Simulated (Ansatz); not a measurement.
SrCl2, space group Fm-3m: a scan of the energy under strain, run with Ansatz 0.2.0, Python API.

Script `srcl2.py`:
```python
'''Energy of SrCl2 under shear strain, ions carried with the cell.'''

import ansatz as az
import numpy as np
from tabulate import tabulate

XC = 'pbe'
FILLING = 'gaussian'
SMEARING_WIDTH = 0.02
ECUT = 520
KMESH = (5, 5, 5)

vectors0 = np.array([
    [0.0, 3.48835, 3.48835],
    [3.48835, 0.0, 3.48835],
    [3.48835, 3.48835, 0.0],
])
sites = [
    ('Sr', [0.0, 0.0, 0.0]),
    ('Cl', [0.25, 0.25, 0.25]),
    ('Cl', [0.75, 0.75, 0.75]),
]


def build(cell):
    crystal = az.Crystal(lattice=az.Lattice.of(cell))
    for symbol, position in sites:
        crystal = crystal.atom(symbol, position)
    return crystal

# clamped ions: the fractional positions stay as typed
values = np.linspace(-0.01, 0.01, 7)
energies = []
for d in values:
    strain = np.array([[0, d / 2, 0], [d / 2, 0, 0], [0, 0, 0]])
    cell = vectors0 @ (np.eye(3) + strain)
    calculation = (
        build(cell).calculation()
        .functional(XC)
        .occupations(FILLING, width=SMEARING_WIDTH)
        .basis(ECUT)
        .kpoints(*KMESH)
        .stress()
    )
    rep = calculation.run(threads=1).report
    energies.append(rep['free_energy_ev'] / len(sites))
    s = rep['stress_gpa']
    print(f'd = {d:+.4f}  stress xx yy zz xy (GPa, compression positive): {s[0][0]:8.3f} {s[1][1]:8.3f} {s[2][2]:8.3f} {s[0][1]:8.3f}')
energies = np.array(energies)

print(tabulate(zip(values, 1000 * (energies - energies.min())), headers=['strain', 'dE (meV/atom)'], floatfmt='.3f'))
curvature = 2 * np.polyfit(values, energies, 3)[1]
volume = abs(np.linalg.det(vectors0)) / len(sites)
print(f'd2E/dd2 over the volume: {curvature / volume * 160.21766:.1f} GPa')
```

How much energy does this shear strain cost, and what curvature follows?

Against the unstrained cell the energy per atom changes by +0.13 meV at one end of the scan and +0.13 meV at the other, and its second derivative over the volume is 15.0 GPa.

The output:

Running `python srcl2.py` prints:
```text
d = -0.0100  stress xx yy zz xy (GPa, compression positive):    0.992    0.992    0.993    0.145
d = -0.0067  stress xx yy zz xy (GPa, compression positive):    0.990    0.990    0.990    0.097
d = -0.0033  stress xx yy zz xy (GPa, compression positive):    0.988    0.988    0.988    0.048
d = +0.0000  stress xx yy zz xy (GPa, compression positive):    0.988    0.988    0.988   -0.000
d = +0.0033  stress xx yy zz xy (GPa, compression positive):    0.988    0.988    0.988   -0.048
d = +0.0067  stress xx yy zz xy (GPa, compression positive):    0.990    0.990    0.990   -0.097
d = +0.0100  stress xx yy zz xy (GPa, compression positive):    0.992    0.992    0.993   -0.145
  strain    dE (meV/atom)
--------  ---------------
  -0.010            0.133
  -0.007            0.059
  -0.003            0.015
   0.000            0.000
   0.003            0.015
   0.007            0.059
   0.010            0.133
d2E/dd2 over the volume: 15.0 GPa
```

Notes:
- The curvature belongs to this strain pattern and to the cell's stress; it equals a single elastic constant only for simple patterns.
- The structure is a deposited one; some such entries were measured under pressure or heat, so a shift against it needn't be the functional's error alone.
- The ions keep their fractional positions (clamped ions).
- Run time: 19 s on 1 thread of Arm Neoverse V1, on a shared host, peak memory 0.42 GiB.

(Lines on the test bed's own set-up are left out of the output.)
